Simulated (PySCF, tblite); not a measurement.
**C₆H₇FGe: geometry, infrared bands and NMR shifts**

Wanted: the infrared bands and NMR shifts of C₆H₇FGe (`C#[C][Ge@@H]1[CH2]C=C[C@@H]1F`), by calculation.

Computed with tblite 0.8.0 and PySCF 2.14.0, with density-fitted response routines of our own, on a single molecule in the gas phase. Atoms are numbered from 0 throughout.

### Step 1. The starting structure

15 atoms, charge 0, multiplicity 1; geometry from: force field or distance geometry start.

Bonds of the start (Å): C0–C1 1.20, C1–Ge2 1.86, Ge2–C3 1.99, C3–C4 1.49, C4–C5 1.28, C5–C6 1.47, C6–F7 1.39, C6–Ge2 1.95, C0–H8 1.08, Ge2–H9 1.52, C3–H10 1.10, C3–H11 1.11, C4–H12 1.13, C5–H13 1.13, C6–H14 1.10.

### Step 2. Geometry optimisation with GFN2-xTB

What the job is given:

```
{"job": {"kind": "relax", "xc": "GFN2-xTB", "basis": "xTB"}, "charge": 0, "multiplicity": 1}
C      2.676700     1.057000     1.214200
C      1.919700     0.706500     0.354000
Ge     0.781600     0.129500    -1.001400
C     -0.965000     1.086400    -0.968600
C     -1.642500     0.204900     0.026100
C     -1.253000    -1.001000     0.172100
C     -0.127600    -1.546500    -0.606000
F      0.773400    -2.260300     0.169400
H      3.341100     1.396400     1.989100
H      1.392800     0.172100    -2.397400
H     -1.438700     1.099000    -1.960700
H     -0.761800     2.093400    -0.551500
H     -2.506200     0.633400     0.623000
H     -1.756100    -1.684200     0.923100
H     -0.439000    -2.078500    -1.513100
```

Launch:

```bash
$ OMP_NUM_THREADS=1 python probes_run.py task.json out
```

One launch serves the whole session: the jobs run in the order shown.

**Question.** This job is followed by: GFN2-xTB harmonic vibrations, gas phase; GIAO PBE0/pcSseg-1 NMR shielding, non-relativistic, gas phase. Predict these results of the whole session: strongest single infrared mode (GFN2-xTB); zero-point energy (GFN2-xTB); ¹³C shifts against TMS (PBE0/pcSseg-1); ¹H shifts against TMS (PBE0/pcSseg-1); ⁷³Ge shifts against GeMe4 (PBE0/pcSseg-1); ¹⁹F shifts against CFCl3 (PBE0/pcSseg-1).

The runs gave:

| quantity | value |
| --- | --- |
| strongest single infrared mode (GFN2-xTB) | 1917 cm⁻¹, 422 km/mol |
| zero-point energy (GFN2-xTB) | 64.4 kcal/mol |
| ¹³C shifts against TMS (PBE0/pcSseg-1) | 142.0, 141.6, 106.1, 95.7, 84.8, 23.4 ppm |
| ¹H shifts against TMS (PBE0/pcSseg-1) | 6.58, 6.37, 5.81, 5.05, 2.16, 1.93, 1.89 ppm |
| ⁷³Ge shifts against GeMe4 (PBE0/pcSseg-1) | -106 ppm |
| ¹⁹F shifts against CFCl3 (PBE0/pcSseg-1) | -234.4 ppm |

**Reading.** Over 56 steps the energy fell by 0.567 eV; of the close pairs, Ge2–C6 changed most, 1.947 to 2.008 Å. No mode is imaginary among the 39: a minimum at this level. The strongest single mode, at 1917 cm⁻¹, moves mainly H9. Unscaled tight-binding wavenumbers are off by several per cent, some by more. Its intensities can rank the bands wrongly. At PBE0/pcSseg-1: The largest span, 288 ppm, is at C1, where the paramagnetic term is -165 ppm. Spin-orbit coupling is left out, which matters for shieldings and couplings at and beside the heavy atoms.
